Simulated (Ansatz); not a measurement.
# HgPd (Potarite): a relaxation

Aim: a sound relaxation of HgPd (Potarite). The structure is shown as the input types it.

Computed with Ansatz 0.2.0 (DFT, PBEsol, PAW with Ansatz's default frozen-core files, scalar-relativistic; relaxation of cell and atoms, unless a step's input says otherwise).

3 further runs of the same task are left out: 3 that didn't finish. Runs told in other sessions of the task aren't counted.

### Step 1. The structure to begin with

It takes space group P4/mmm (No. 123, tetragonal). The conventional cell has a = 3.026 Å, b = 3.026 Å, c = 3.702 Å, α = 90.00°, β = 90.00°, γ = 90.00°. Hg (site symmetry 4/mmm) is surrounded by 8 Pd at 2.83 Å and 4 Hg at 3.03 Å. Pd (site symmetry 4/mmm) has 8 Hg at 2.83 Å and 4 Pd at 3.03 Å in its first shell of neighbours.

Coordinates:

```xyz
2
Lattice="3.0260 0.0000 0.0000 0.0000 3.0260 0.0000 0.0000 0.0000 3.7020" Properties=species:S:1:pos:R:3 pbc="T T T"
Hg    0.0000    0.0000    0.0000
Pd    1.5130    1.5130    1.8510
```

### Step 2. Input and run

The input, input.yaml:

```yaml
crystal:
  lattice:
    - [3.026, 0.0, 0.0]
    - [0.0, 3.026, 0.0]
    - [0.0, 0.0, 3.702]
  atoms:
    - { symbol: Hg, position: [0.0, 0.0, 0.0] }
    - { symbol: Pd, position: [0.5, 0.5, 0.5] }
kpoints:
  mp_grid: { grid: [12, 12, 10] }
scf:
  occupations: { method: fermi_dirac, width: 0.1 }
  max_iter: 50
hamiltonian:
  xc: pbesol
  pseudopotentials: { kind: paw }
relax:
  f_tol: 0.002
  max_steps: 80
  cell: {}
output:
  forces: true
  stress: true
  write_density: true
  write_potential: true
  elf: true
  volumetric_format: npy
magnetization:
  spin_polarized: true
  initial_magnetization: 7
```

Command:

```console
$ ansatz run input.yaml --threads 1 --pin off --max-ram 3072MiB --backend cpu --events-out ev --progress --plain --runs-dir out
```

**Question.** How will this run end, and is anything wrong with its input?

The run converged and reported no error, with warnings (seeded moment not kept). Its log warns: «the starting moments were not kept: the SCF closed with an absolute magnetisation of 2.7e-6 μB, where they sum to 7 μB in size (2 sites) ...»

In the input, magnetization.spin_polarized is true; magnetization.initial_magnetization is 7. A typed moment is only a start; here the run ends at the energy of the run without it (within 1 meV an atom), so the result stands.

No remedy is needed.
